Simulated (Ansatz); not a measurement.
**CH5Al (built from SMILES [CH3][AlH2]): a reaction path by the nudged elastic band**

Aim: the minimum-energy path between two given structures and its highest point. Both ends were relaxed at PBE0-D4 in triple zeta.

Program: Ansatz 0.2.0, Gaussian basis. Level of theory: PBE0-D4/def2-SVP. These are calculated values, not measurements.

22 further runs of the same task are left out: 22 set aside as unsound or not needed.

### Step 1. The system as given

The first end: 7 atoms, charge 0, spin multiplicity 1.

Atoms are counted from 1 here; the program's logs count them from 0.

Bond lengths: Al1–H3 1.667 Å, H2–C4 1.093 Å, C4–H5 1.090 Å, C4–H6 1.090 Å, C4–H7 1.090 Å. Angles: H2–C4–H5 108.2°, H2–C4–H6 110.4°, H2–C4–H7 110.4°, H5–C4–H6 109.3°, H5–C4–H7 109.3°, H6–C4–H7 109.4°.

As a file:

```xyz
7
CH5Al
Al   -2.31610   -0.13815   -0.69857
H     0.42183   -0.43262   -0.29967
H    -1.48552   -1.29543   -1.56450
C     0.75451    0.28808    0.45240
H     1.82748    0.15875    0.59576
H     0.24140    0.11341    1.39830
H     0.55640    1.30605    0.11629
```

The second end:

| atom | x (Å) | y (Å) | z (Å) |
| --- | --- | --- | --- |
| Al1 | -1.6705 | 0.2496 | 0.4941 |
| H2 | 0.0567 | -1.3331 | -1.8247 |
| H3 | -0.6494 | -1.5083 | -1.9966 |
| C4 | 0.2694 | 0.5921 | 0.7830 |
| H5 | 0.8331 | -0.3327 | 0.9618 |
| H6 | 0.4257 | 1.2380 | 1.6573 |
| H7 | 0.7349 | 1.0945 | -0.0749 |

### Step 2. The band at PBE0-D4/def2-SVP

Input file neb/in.yaml:

```yaml
crystal:
  periodic: [false, false, false]
  atoms:
    - {symbol: Al, position_ang: [-2.316098, -0.138146, -0.698574]}
    - {symbol: H, position_ang: [0.421830, -0.432618, -0.299672]}
    - {symbol: H, position_ang: [-1.485516, -1.295430, -1.564497]}
    - {symbol: C, position_ang: [0.754508, 0.288075, 0.452396]}
    - {symbol: H, position_ang: [1.827476, 0.158751, 0.595757]}
    - {symbol: H, position_ang: [0.241401, 0.113413, 1.398296]}
    - {symbol: H, position_ang: [0.556398, 1.306055, 0.116294]}
basis:
  gaussian: {orbitals: def2-SVP}
hamiltonian: {xc: pbe0, dispersion: d4}
neb:
  images: 5
  climbing: true
  max_iterations: 40
  initial_path: idpp
  final_atoms:
    - {symbol: Al, position_ang: [-1.670482, 0.249564, 0.494114]}
    - {symbol: H, position_ang: [0.056691, -1.333050, -1.824736]}
    - {symbol: H, position_ang: [-0.649362, -1.508331, -1.996559]}
    - {symbol: C, position_ang: [0.269428, 0.592105, 0.783001]}
    - {symbol: H, position_ang: [0.833133, -0.332687, 0.961753]}
    - {symbol: H, position_ang: [0.425671, 1.237981, 1.657293]}
    - {symbol: H, position_ang: [0.734919, 1.094518, -0.074867]}
```

On the command line:

```console
> ansatz run in.yaml --threads 2 --pin off --events-out ev --progress --plain --max-ram 4352MiB
```

What does the calculation give? Wanted: from earlier runs: barrier over the separately found saddle, CCSD(T)/def2-TZVPP.

The runs gave:

| quantity | value |
| --- | --- |
| PBE0-D4/def2-SVP, 20 iterations | highest 103.2 kJ/mol (image 3), last end +25.8 kJ/mol |
| from earlier runs: barrier over the separately found saddle, CCSD(T)/def2-TZVPP | 131.3 kJ/mol |

The highest image lies 103.2 kJ/mol above the first end, and it climbed, so it estimates the saddle. The ends are not quite minima at this level (largest force component 0.36 eV/Å), so the heights are unreliable: relaxing the first end would lower it and raise the barrier above it. The highest image is 28.1 kJ/mol below the CCSD(T) barrier in triple zeta, which comes from separate runs on the saddle.
